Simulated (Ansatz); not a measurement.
**F− with BCl3: superposition error and deformation, part 1 of 2**

How much of this pair's binding is borrowed basis, and how much do the fragments pay to take the shapes they have in the pair?

Method: PBE0-D4 structures, single points in def2-TZVPPD; program: Ansatz 0.2.0, Gaussian basis.

Levels: PBE-D4, revPBE-D4, BLYP-D4, r2SCAN-D4, B97M-V, PBE0-D4, B3LYP-D4, HSE06-D4, wB97X-V, wB97M-V, B2PLYP, Hartree-Fock, MP2, CCSD, CCSD(T).

Correlated methods freeze the cores. B3LYP uses VWN-RPA correlation. B2PLYP carries no dispersion term here.

129 further runs of the same task are left out: 129 set aside as unsound or not needed. Runs told in other sessions of the task aren't counted.

### Step 1. Where the work starts

The relaxed pair: 5 atoms, charge -1, spin multiplicity 1.

Atoms are counted from 1 here; the program's logs count them from 0.

Bond lengths: F1–B3 1.367 Å, Cl2–B3 1.879 Å, B3–Cl4 1.879 Å, B3–Cl5 1.879 Å. Angles: F1–B3–Cl2 109.8°, F1–B3–Cl4 109.8°, F1–B3–Cl5 109.8°, Cl2–B3–Cl4 109.2°, Cl2–B3–Cl5 109.2°, Cl4–B3–Cl5 109.2°.

Coordinates:

```xyz
5

F    -0.1398    0.0775   -1.4662
Cl   -1.1353    1.2719    0.7062
B    -0.0102    0.0057   -0.1074
Cl   -0.4845   -1.7129    0.4864
Cl    1.7698    0.3578    0.3810
```

Atoms 1 to 1 are fragment A (F−), the rest fragment B (BCl3). From earlier runs, pair energy (eV) and counterpoise interaction (meV):

| method | E(pair) | interaction |
| --- | --- | --- |
| PBE-D4 | -40952.48848 | -5512 |
| revPBE-D4 | -40963.58559 | -5384 |
| BLYP-D4 | -40970.79061 | -5270 |
| r2SCAN-D4 | -40967.36486 | -5928 |
| B97M-V | -40960.87811 | -5928 |
| PBE0-D4 | -40955.58453 | -5973 |
| B3LYP-D4 | -40972.79802 | -5706 |
| HSE06-D4 | -40954.79395 | -5972 |
| wB97X-V | -40964.66591 | -5985 |
| wB97M-V | -40968.74911 | -5943 |
| B2PLYP | -40958.68958 | -5708 |
| Hartree-Fock | -40897.78832 | -6272 |
| MP2 | -40923.48855 | -5807 |
| CCSD(T) | -40925.75794 | -5769 |

First each fragment is run alone in its own basis, frozen in the shape it has in the pair (a, b).

### Step 2. wB97X-V/def2-TZVPPD

a/in.yaml

```yaml
crystal:
  periodic: [false, false, false]
  atoms:
    - {symbol: F, position_ang: [-0.139758, 0.077472, -1.466203]}
basis:
  gaussian: {orbitals: "def2-TZVPPD.json"}
total_charge: -1
hamiltonian: {xc: {name: wB97X-V}}
```

b/in.yaml

```yaml
crystal:
  periodic: [false, false, false]
  atoms:
    - {symbol: Cl, position_ang: [-1.135266, 1.271924, 0.706163]}
    - {symbol: B, position_ang: [-0.010240, 0.005675, -0.107433]}
    - {symbol: Cl, position_ang: [-0.484528, -1.712871, 0.486424]}
    - {symbol: Cl, position_ang: [1.769791, 0.357800, 0.380950]}
basis:
  gaussian: {orbitals: "def2-TZVPPD.json"}
hamiltonian: {xc: {name: wB97X-V}}
```

The basis file named in the input lies beside it (Basis Set Exchange, JSON).

Each run has its own folder and the same command.

Launch:

```sh
ansatz run in.yaml --threads 4 --pin off --events-out ev --progress --plain --max-ram 9574MiB
```

a printed:

```text
Functional definition: wB97X-V
  name "wB97X-V"
  cite "Mardirossian & Head-Gordon, Phys. Chem. Chem. Phys. 16, 9904 (2014) doi:10.1039/C3CP54374A"
  cite "Becke, J. Chem. Phys. 107, 8554 (1997) doi:10.1063/1.475007"
  cite "Vydrov & Van Voorhis, J. Chem. Phys. 133, 244103 (2010) doi:10.1063/1.3521275"
  parameter omega = 0.3/bohr
  parameter cx = 0.167
  parameter cx1 = 0.603
  parameter cx2 = 1.194
  parameter css0 = 0.556
  parameter css1 = -0.257
  parameter cos0 = 1.219
  parameter cos1 = -1.850
  parameter b = 6.0
  parameter c = 0.01
  exchange = spin_sum(e_x_unif_sr(omega)*poly(b97_u_x, 1 - cx, cx1, cx2)) + cx*exact_x_sr(omega) + exact_x_lr(omega)
  correlation = spin_sum(e_c_pw_same_spin*poly(b97_u_same, css0, css1))
      + integral(e_c_pw_opposite_spin*poly(b97_u_opposite, cos0, cos1)) + vv10(b, c)
197 factors; their error is unknown
52 factors; integrals over basis functions are off by at most 4.8e-5 eV
mean field evaluation 1: about -2705.5467 eV, gradient 8.9e1 eV
mean field evaluation 2: about -2701.9389 eV, gradient 1.2e2 eV
mean field evaluation 4: about -2717.2989 eV, gradient 4.7e-1 eV
mean field evaluation 8: about -2717.3078 eV, gradient 1.7e-3 eV
mean field -2717.30775250 eV, -99.8592180471 hartree, gradient 5.3e-5 eV, S^2 0.000000; 0 other end points of the search recorded, 0 dependent functions left out
reference -2717.30775130 eV, -99.8592180030 hartree; 5, 5 occupied and 35, 35 virtual orbitals, 197 factors
Total energy: -2717.30775130 eV, -99.8592180030 hartree
```

b printed, shortened:

```text
[... 5 set-up lines as earlier in the session ...]
[...]
      + integral(e_c_pw_opposite_spin*poly(b97_u_opposite, cos0, cos1)) + vv10(b, c)
1146 factors; their error is unknown
230 factors; integrals over basis functions are off by at most 2.8e-5 eV
[...]
mean field -38241.36179172 eV, -1405.3441249198 hartree, gradient 1.4e-5 eV, S^2 0.000000; 0 other end points of the search recorded, 0 dependent functions left out
reference -38241.36178845 eV, -1405.3441247996 hartree; 28, 28 occupied and 162, 162 virtual orbitals, 1146 factors
Total energy: -38241.36178845 eV, -1405.3441247996 hartree
```

Wall times: 0.25 s (a), 4.1 s (b) on 4 threads of Intel Xeon Platinum 8259CL at 2.50GHz, shared host.

### Step 3. wB97M-V/def2-TZVPPD

Each input of step 2 (a, b) changes in the same lines:

```diff
-hamiltonian: {xc: {name: wB97X-V}}
+hamiltonian: {xc: {name: wB97M-V}}
```

Each run has its own folder and the same command.

Launch:

```sh
ansatz run in.yaml --threads 4 --pin off --events-out ev --progress --plain --max-ram 9574MiB
```

Log of a, shortened:

```text
Functional definition: wB97M-V
  name "wB97M-V"
  cite "Mardirossian & Head-Gordon, J. Chem. Phys. 144, 214110 (2016) doi:10.1063/1.4952647"
[... 2 set-up lines as earlier in the session ...]
  # Of w^i u^j: cxij and so on, Table III.
[...]
  gx(w, u) = 1 - cx + cx01*u + cx10*w
  gss(w, u) = css00 + css04*u^4 + css10*w + css20*w^2 + css43*w^4*u^3
  gos(w, u) = cos00 + cos10*w + (cos20 + cos21*u)*w^2 + (cos60 + cos61*u)*w^6
[...]
      + integral(e_c_pw_mod_opposite_spin*gos(b97_w_opposite, b97_u_opposite)) + vv10(b, c)
197 factors; their error is unknown
52 factors; integrals over basis functions are off by at most 4.8e-5 eV
[...]
mean field -2717.60186938 eV, -99.8700266432 hartree, gradient 1.8e-5 eV, S^2 0.000000; 0 other end points of the search recorded, 0 dependent functions left out
reference -2717.60189901 eV, -99.8700277317 hartree; 5, 5 occupied and 35, 35 virtual orbitals, 197 factors
Total energy: -2717.60189901 eV, -99.8700277317 hartree
```

Log of b, shortened:

```text
[... 5 set-up lines as earlier in the session ...]
  # Of w^i u^j: cxij and so on, Table III.
[...]
  gx(w, u) = 1 - cx + cx01*u + cx10*w
  gss(w, u) = css00 + css04*u^4 + css10*w + css20*w^2 + css43*w^4*u^3
  gos(w, u) = cos00 + cos10*w + (cos20 + cos21*u)*w^2 + (cos60 + cos61*u)*w^6
[...]
      + integral(e_c_pw_mod_opposite_spin*gos(b97_w_opposite, b97_u_opposite)) + vv10(b, c)
1146 factors; their error is unknown
230 factors; integrals over basis functions are off by at most 2.8e-5 eV
[...]
mean field -38245.19473351 eV, -1405.4849829323 hartree, gradient 6.5e-6 eV, S^2 0.000000; 0 other end points of the search recorded, 0 dependent functions left out
reference -38245.19481687 eV, -1405.4849859959 hartree; 28, 28 occupied and 162, 162 virtual orbitals, 1146 factors
Total energy: -38245.19481687 eV, -1405.4849859959 hartree
```

They took 0.25 s (a), 4.4 s (b) on 4 threads of Intel Xeon Platinum 8259CL at 2.50GHz, shared host.

### Step 4. B2PLYP/def2-TZVPPD

Each input of step 3 (a, b) changes in the same lines:

```diff
-hamiltonian: {xc: {name: wB97M-V}}
+hamiltonian: {xc: {name: B2PLYP}}
```

One command serves all of them, each in its own folder.

Launch:

```sh
ansatz run in.yaml --threads 4 --pin off --events-out ev --progress --plain --max-ram 9574MiB
```

Log of a, shortened:

```text
Functional definition: B2PLYP
  name "B2PLYP"
  cite "Grimme, J. Chem. Phys. 124, 034108 (2006) doi:10.1063/1.2148954"
  cite "Becke, Phys. Rev. A 38, 3098 (1988) doi:10.1103/PhysRevA.38.3098"
  cite "Lee, Yang & Parr, Phys. Rev. B 37, 785 (1988) doi:10.1103/PhysRevB.37.785"
[...]
257 factors; integrals over basis functions are off by at most 1.5e-4 eV
[...]
mean field -2714.40500266 eV, -99.7525439580 hartree, gradient 9.1e-6 eV, S^2 0.000000; 0 other end points of the search recorded, 0 dependent functions left out
1 core orbitals not correlated: weight in the atoms' cores, before any rotation towards them, 1.000 or more for the frozen orbitals, at most 0.000 for the correlated occupied ones
reference -2714.40510179 eV, -99.7525476009 hartree; 4, 4 occupied and 35, 35 virtual orbitals, 257 factors
second order -9.42534965 eV of doubles, -0.00000000 eV of singles
Total energy: -2716.94994619 eV, -99.8460689078 hartree
```

Log of b, shortened:

```text
[... 5 set-up lines as earlier in the session ...]
[...]
1135 factors; integrals over basis functions are off by at most 6.8e-4 eV
[...]
mean field -38229.91056708 eV, -1404.9233001759 hartree, gradient 2.3e-6 eV, S^2 0.000000; 0 other end points of the search recorded, 0 dependent functions left out
16 core orbitals not correlated: weight in the atoms' cores, before any rotation towards them, 1.000 or more for the frozen orbitals, at most 0.000 for the correlated occupied ones
reference -38229.91074355 eV, -1404.9233066614 hartree; 12, 12 occupied and 162, 162 virtual orbitals, 1135 factors
second order -22.48429081 eV of doubles, -0.00000000 eV of singles
Total energy: -38235.98150207 eV, -1405.1464029220 hartree
```

They took 0.2 s (a), 3.2 s (b) on 4 threads of Intel Xeon Platinum 8259CL at 2.50GHz, shared host.

### Step 5. B97M-V/def2-TZVPPD

The same edit goes into each in.yaml of step 4 (a, b):

```diff
-hamiltonian: {xc: {name: B2PLYP}}
+hamiltonian: {xc: {name: B97M-V}}
```

The same command starts each run, in its folder.

Launch:

```sh
ansatz run in.yaml --threads 4 --pin off --events-out ev --progress --plain --max-ram 9574MiB
```

Log of a, shortened:

```text
Functional definition: B97M-V
  name "B97M-V"
  cite "Mardirossian & Head-Gordon, J. Chem. Phys. 142, 074111 (2015) doi:10.1063/1.4907719"
[... 2 set-up lines as earlier in the session ...]
  # Of w^i u^j: cxij and so on, Table III.
[...]
  gx(w, u) = cx00 + cx01*u + cx02*u^2 + (cx10 + cx11*u)*w
  gss(w, u) = css00 + css02*u^2 + css10*w + (css32*w^3 + css42*w^4)*u^2
  gos(w, u) = cos00 + cos01*u + cos03*u^3 + cos10*w + cos32*w^3*u^2
[...]
      + integral(e_c_pw_mod_opposite_spin*gos(b97_w_opposite, b97_u_opposite)) + vv10(b, c)
197 factors; their error is unknown
[...]
mean field -2717.16474812 eV, -99.8539627329 hartree, gradient 8.6e-6 eV, S^2 0.000000; 0 other end points of the search recorded, 0 dependent functions left out
reference -2717.16478331 eV, -99.8539640264 hartree; 5, 5 occupied and 35, 35 virtual orbitals, 197 factors
Total energy: -2717.16478331 eV, -99.8539640264 hartree
```

b printed, shortened:

```text
[... 5 set-up lines as earlier in the session ...]
  # Of w^i u^j: cxij and so on, Table III.
[...]
  gx(w, u) = cx00 + cx01*u + cx02*u^2 + (cx10 + cx11*u)*w
  gss(w, u) = css00 + css02*u^2 + css10*w + (css32*w^3 + css42*w^4)*u^2
  gos(w, u) = cos00 + cos01*u + cos03*u^3 + cos10*w + cos32*w^3*u^2
[...]
      + integral(e_c_pw_mod_opposite_spin*gos(b97_w_opposite, b97_u_opposite)) + vv10(b, c)
1137 factors; their error is unknown
[...]
mean field -38237.77489941 eV, -1405.2123090587 hartree, gradient 8.5e-6 eV, S^2 0.000000; 0 other end points of the search recorded, 0 dependent functions left out
reference -38237.77499400 eV, -1405.2123125348 hartree; 28, 28 occupied and 162, 162 virtual orbitals, 1137 factors
Total energy: -38237.77499400 eV, -1405.2123125348 hartree
```

They took 0.2 s (a), 3.5 s (b) on 4 threads of Intel Xeon Platinum 8259CL at 2.50GHz, shared host.

### Step 6. CCSD(T)/def2-TZVPPD

Each input of step 5 (a, b) changes in the same lines:

```diff
-hamiltonian: {xc: {name: B97M-V}}
+correlation: {method: ccsd_t}
```

The same command starts each run, in its folder.

Launch:

```sh
ansatz run in.yaml --threads 4 --pin off --events-out ev --progress --plain --max-ram 9574MiB
```

Output in a, shortened:

```text
Functional definition: HF
  name "HF"
  cite "Fock, Z. Phys. 61, 126 (1930) doi:10.1007/BF01340294"
  parent pbe
[...]
257 factors; integrals over basis functions are off by at most 1.5e-4 eV
[...]
mean field -2706.33087263 eV, -99.4558251521 hartree, gradient 3.0e-6 eV, S^2 0.000000; 0 other end points of the search recorded, 0 dependent functions left out
1 core orbitals not correlated: weight in the atoms' cores, before any rotation towards them, 1.000 or more for the frozen orbitals, at most 0.000 for the correlated occupied ones
reference -2706.33087263 eV, -99.4558251521 hartree; 4, 4 occupied and 35, 35 virtual orbitals, 257 factors
second order -7.81390746 eV of doubles, -0.00000000 eV of singles
cycle   1  -7.41661823 eV  change    4.0e-1 eV  update   9.9e-2
[...]
cycle   9  -7.66117937 eV  change    1.8e-6 eV  update   3.4e-6
perturbative correction -0.25873588 eV, -0.0095083680 hartree
Total energy: -2714.25078787 eV, -99.7468766691 hartree
```

b printed, shortened:

```text
[... 4 set-up lines as earlier in the session ...]
[...]
1135 factors; integrals over basis functions are off by at most 6.8e-4 eV
[...]
mean field -38185.17689592 eV, -1403.2793680826 hartree, gradient 9.5e-6 eV, S^2 0.000000; 0 other end points of the search recorded, 0 dependent functions left out
16 core orbitals not correlated: weight in the atoms' cores, before any rotation towards them, 1.000 or more for the frozen orbitals, at most 0.000 for the correlated occupied ones
reference -38185.17689592 eV, -1403.2793680826 hartree; 12, 12 occupied and 162, 162 virtual orbitals, 1135 factors
second order -18.21672898 eV of doubles, -0.00000000 eV of singles
cycle   1  -18.91561612 eV  change   -7.0e-1 eV  update   1.0e-1
[...]
cycle  10  -19.43976299 eV  change    1.5e-5 eV  update   9.9e-6
perturbative correction -0.97490074 eV, -0.0358269415 hartree
Total energy: -38205.59155965 eV, -1404.0295931372 hartree
```

They took 0.2 s (a), 11 s (b) on 4 threads of Intel Xeon Platinum 8259CL at 2.50GHz, shared host; peak memory 1.3 GiB.

### Step 7. Relaxing BCl3 alone

relax-b/in.yaml

```yaml
crystal:
  periodic: [false, false, false]
  atoms:
    - {symbol: Cl, position_ang: [-1.135266, 1.271924, 0.706163]}
    - {symbol: B, position_ang: [-0.010240, 0.005675, -0.107433]}
    - {symbol: Cl, position_ang: [-0.484528, -1.712871, 0.486424]}
    - {symbol: Cl, position_ang: [1.769791, 0.357800, 0.380950]}
basis:
  gaussian: {orbitals: def2-TZVP}
hamiltonian: {xc: pbe0, dispersion: d4}
relax: {f_tol: 0.005, max_steps: 200}
```

Launch:

```sh
ansatz run in.yaml --threads 4 --pin off --events-out ev --progress --plain --max-ram 9574MiB
```

The log of the run, shortened:

```text
Functional definition: PBE0
  name "PBE0"
  cite "Adamo & Barone, J. Chem. Phys. 110, 6158 (1999) doi:10.1063/1.478522"
  cite "Perdew, Burke & Ernzerhof, Phys. Rev. Lett. 77, 3865 (1996) doi:10.1103/PhysRevLett.77.3865"
[... 1 set-up line as earlier in the session ...]
[...]
973 factors; their error is unknown
[...]
mean field -38233.85136097 eV, -1405.0681216804 hartree, gradient 6.2e-6 eV, S^2 0.000000; 0 other end points of the search recorded, 0 dependent functions left out
[...]
reference -38233.85138673 eV, -1405.0681226269 hartree; 28, 28 occupied and 114, 114 virtual orbitals, 973 factors
relax step   1: F+E_penalty+E_count = -38233.96539943 eV  Δ(F+E_penalty+E_count) = +0.000e0 eV  max|allowed force component| = 5.861e0 eV/Å  Δτ_max = 0.0000 Å  (28 SCF iters, accepted)
[...]
relax step   4: F+E_penalty+E_count = -38235.81105415 eV  Δ(F+E_penalty+E_count) = -5.261e-2 eV  max|allowed force component| = 1.098e-2 eV/Å  Δτ_max = 0.0858 Å  (28 SCF iters, accepted)
[...]
relax step   5: F+E_penalty+E_count = -38235.81106356 eV  Δ(F+E_penalty+E_count) = -9.406e-6 eV  max|allowed force component| = 1.792e-3 eV/Å  Δτ_max = 0.0007 Å  (20 SCF iters, accepted)
973 factors; their error is unknown
mean field -38235.69645757 eV, -1405.1359277297 hartree, gradient 3.3e-5 eV, S^2 0.000000; 1 other end points of the search recorded, 0 dependent functions left out
[...]
reference -38235.69648300 eV, -1405.1359286642 hartree; 28, 28 occupied and 114, 114 virtual orbitals, 973 factors
Total energy: -38235.81108898 eV, -1405.1401403566 hartree
Atom 0 at    -1.129344     1.257266     0.544962 Å, force    -0.001224     0.001371     0.000185 eV/Å
Atom 1 at     0.034939    -0.019369     0.366524 Å, force    -0.000018    -0.000061     0.000011 eV/Å
Atom 2 at    -0.490125    -1.674693     0.329112 Å, force    -0.000550    -0.001732    -0.000043 eV/Å
Atom 3 at     1.724288     0.359323     0.225506 Å, force     0.001792     0.000422    -0.000153 eV/Å
Dipole moment:    -0.000001    -0.000003    -0.000000 e Å
```

It took 8 s on 4 threads of Intel Xeon Platinum 8259CL at 2.50GHz, shared host.

Along the way:

| step | energy from step 1 (eV) | largest force component (eV/Å) |
| --- | --- | --- |
| 1 | 0.0000 | 5.8607 |
| 2 | -1.1070 | 3.4062 |
| 3 | -1.7930 | 0.8912 |
| 4 | -1.8457 | 0.0110 |
| 5 | -1.8457 | 0.0018 |

Close pairs (by a distance rule), those that changed most:

| bond | before (Å) | after (Å) | change (Å) |
| --- | --- | --- | --- |
| B2–Cl3 | 1.879 | 1.737 | -0.142 |
| B2–Cl4 | 1.879 | 1.737 | -0.142 |
| Cl1–B2 | 1.879 | 1.737 | -0.142 |

### Step 8. PBE-D4/def2-TZVPPD

free-b/in.yaml

```yaml
crystal:
  periodic: [false, false, false]
  atoms:
    - {symbol: Cl, position_ang: [-1.129344, 1.257266, 0.544962]}
    - {symbol: B, position_ang: [0.034939, -0.019369, 0.366524]}
    - {symbol: Cl, position_ang: [-0.490125, -1.674693, 0.329112]}
    - {symbol: Cl, position_ang: [1.724288, 0.359323, 0.225506]}
basis:
  gaussian: {orbitals: "def2-TZVPPD.json"}
hamiltonian: {xc: pbe, dispersion: d4}
```

Launch:

```sh
ansatz run in.yaml --threads 4 --pin off --events-out ev --progress --plain --max-ram 9574MiB
```

The log of the run:

```text
Functional definition: PBE
  name "PBE"
[... 2 set-up lines as earlier in the session ...]
  parameter kappa = 0.804
  parameter beta = 0.06672455060314922
  exchange = pbe_x(kappa = kappa, mu = beta*pi^2/3)
  correlation = pbe_c(beta = beta)
1137 factors; their error is unknown
mean field evaluation 1: about -38231.0254 eV, gradient 2.6e1 eV
mean field evaluation 2: about -38227.7752 eV, gradient 4.5e1 eV
mean field evaluation 4: about -38232.6403 eV, gradient 9.4e-1 eV
mean field evaluation 8: about -38232.6268 eV, gradient 8.2e-2 eV
mean field -38232.62681799 eV, -1405.0231205559 hartree, gradient 5.2e-5 eV, S^2 0.000000; 0 other end points of the search recorded, 0 dependent functions left out
reference -38232.62688347 eV, -1405.0231229621 hartree; 28, 28 occupied and 162, 162 virtual orbitals, 1137 factors
Total energy: -38232.76289268 eV, -1405.0281212085 hartree
```

Run time: 1.2 s. Hardware: 4 threads of Intel Xeon Platinum 8259CL at 2.50GHz, shared host.

### Step 9. r2SCAN-D4/def2-TZVPPD

Changes to free-b/in.yaml since step 8:

```diff
@@ -9,2 +9,2 @@
   gaussian: {orbitals: "def2-TZVPPD.json"}
-hamiltonian: {xc: pbe, dispersion: d4}
+hamiltonian: {xc: r2scan, dispersion: d4}
```

Launch:

```sh
ansatz run in.yaml --threads 4 --pin off --events-out ev --progress --plain --max-ram 9574MiB
```

The log of the run:

```text
Functional definition: r2SCAN
  name "r2SCAN"
  cite "Furness, Kaplan, Ning, Perdew & Sun, J. Phys. Chem. Lett. 11, 8208 (2020) doi:10.1021/acs.jpclett.0c02405"
  cite "Furness, Kaplan, Ning, Perdew & Sun, J. Phys. Chem. Lett. 11, 9248 (2020) doi:10.1021/acs.jpclett.0c03077"
  parent r2scan
  parameter k0 = 0.174
  parameter k1 = 0.065
  parameter a1 = 4.9479
  exchange = r2scan_x(k0 = k0, k1 = k1, a1 = a1)
  correlation = r2scan_c
1137 factors; their error is unknown
mean field evaluation 1: about -38245.0260 eV, gradient 2.2e1 eV
mean field evaluation 2: about -38243.5662 eV, gradient 3.3e1 eV
mean field evaluation 4: about -38246.1281 eV, gradient 7.8e-1 eV
mean field evaluation 8: about -38246.1131 eV, gradient 5.8e-3 eV
mean field -38246.11312572 eV, -1405.5187332235 hartree, gradient 5.6e-5 eV, S^2 0.000000; 0 other end points of the search recorded, 0 dependent functions left out
reference -38246.11315228 eV, -1405.5187341998 hartree; 28, 28 occupied and 162, 162 virtual orbitals, 1137 factors
Total energy: -38246.14207959 eV, -1405.5197972586 hartree
```

Run time: 2.1 s. Hardware: 4 threads of Intel Xeon Platinum 8259CL at 2.50GHz, shared host.

### Step 10. PBE0-D4/def2-TZVPPD

Changes to free-b/in.yaml since step 9:

```diff
@@ -9,2 +9,3 @@
   gaussian: {orbitals: "def2-TZVPPD.json"}
-hamiltonian: {xc: r2scan, dispersion: d4}
+hamiltonian: {xc: pbe0, dispersion: d4}
+output: {orbitals: {seedname: orbitals}}
```

Launch:

```sh
ansatz run in.yaml --threads 4 --pin off --events-out ev --progress --plain --max-ram 9574MiB
```

The log of the run, shortened:

```text
[... 5 set-up lines as earlier in the session ...]
  parameter a = 0.25
[... 2 set-up lines as earlier in the session ...]
  exchange = (1 - a)*pbe_x(kappa = kappa, mu = beta*pi^2/3) + a*exact_x
[... 1 set-up line as earlier in the session ...]
1167 factors; their error is unknown
mean field evaluation 1: about -38235.1136 eV, gradient 1.5e1 eV
mean field evaluation 2: about -38235.1945 eV, gradient 1.5e1 eV
mean field evaluation 4: about -38235.6199 eV, gradient 7.9e-1 eV
mean field evaluation 8: about -38235.7292 eV, gradient 1.4e-3 eV
mean field -38235.72920857 eV, -1405.1371313068 hartree, gradient 1.1e-5 eV, S^2 0.000000; 0 other end points of the search recorded, 0 dependent functions left out
reference -38235.72925935 eV, -1405.1371331728 hartree; 28, 28 occupied and 162, 162 virtual orbitals, 1167 factors
Total energy: -38235.84386534 eV, -1405.1413448655 hartree
```

Run time: 1.9 s. Hardware: 4 threads of Intel Xeon Platinum 8259CL at 2.50GHz, shared host.

(Continued in part 2 of 2.)
